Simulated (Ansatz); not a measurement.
# SrSbO3, space group Pm-3m: cell relaxations under several functionals

Computed with the Ansatz DFT code, driven from Python.

The cells in order, each with its output:

**Cell 1**
```python
import ansatz as az
import numpy as np
```

**Cell 2**
```python
def edges_and_angles(cell):
    cell = np.asarray(cell)
    a, b, c = np.linalg.norm(cell, axis=1)
    cosines = cell[1] @ cell[2] / (b * c), cell[0] @ cell[2] / (a * c), cell[0] @ cell[1] / (a * b)
    return (a, b, c, *np.degrees(np.arccos(cosines)))
```

**Cell 3**
```python
vectors = np.array([
    [4.208672, 0.0, 0.0],
    [0.0, 4.208672, 0.0],
    [0.0, 0.0, 4.208672],
])
srsbo3 = (
    az.Lattice.of(vectors)
    .atom('Sr', [0.0, 0.0, 0.0])
    .atom('Sb', [0.5, 0.5, 0.5])
    .atom('O', [0.5, 0.5, 0.0])
    .atom('O', [0.5, 0.0, 0.5])
    .atom('O', [0.0, 0.5, 0.5])
)

calculation = (
    srsbo3.calculation()
    .basis(24 * az.Ha)
    .kpoints(6)
    .occupations('fermi_dirac', width=0.15)
    .relax(cell=True, force_tolerance=0.005, max_steps=30)
)
```

**Cell 4**
```python
levels = [('pbesol', 'none'), ('r2scan', 'd4'), ('pbesol', 'd3bj')]
print('level            a       b       c    alpha   beta  gamma  V/atom  steps')
for name, dispersion in levels:
    seen = []
    run = calculation.functional(name, dispersion=dispersion).session().plan()
    result = run.execute(on_event=lambda e: seen.append(e) if e['event'] == 'relax_step' else None)
    cell = result.lattice.cell_ang
    label = name if dispersion == 'none' else f'{name}+{dispersion}'
    print('{:13s} {:7.4f} {:7.4f} {:7.4f} {:6.2f} {:6.2f} {:6.2f}'.format(label, *edges_and_angles(cell)), f'{abs(np.linalg.det(cell)) / len(result.lattice.sites):7.3f} {len(seen):5d}')
```
Output:
```text
level            a       b       c    alpha   beta  gamma  V/atom  steps
pbesol         4.1721  4.1721  4.1721  90.00  90.00  90.00  14.524     4
r2scan+d4      4.1672  4.1672  4.1672  90.00  90.00  90.00  14.473     5
pbesol+d3bj    4.1451  4.1451  4.1451  90.00  90.00  90.00  14.244     5
```

From smallest to largest: PBEsol+D3BJ (14.24 Å³ an atom, -4.5 % against the start), r2SCAN+D4 (14.47 Å³ an atom, -2.9 % against the start) and PBEsol (14.52 Å³ an atom, -2.6 % against the start). The spread is 2.0 % in volume.

Caveats:
- The cell holds an odd number of electrons and is run without spin, so a magnetic state may lie lower.
- Forces vanish by symmetry, so the ions can't move, and the end may be a saddle.
- Dispersion corrections can be off by several per cent in the lattices of metals, and by several GPa in the pressure at a fixed cell.
- The mesh is modest for a metal, so energies can be off by several to tens of meV an atom and pressures by half a GPa or more; differences at equal mesh fare better.
- This cell is a computed structure, which may not be the phase found in nature.
- Timing: 71 s on 1 thread of Arm Neoverse V2 (shared host), peak memory 0.7 GiB.
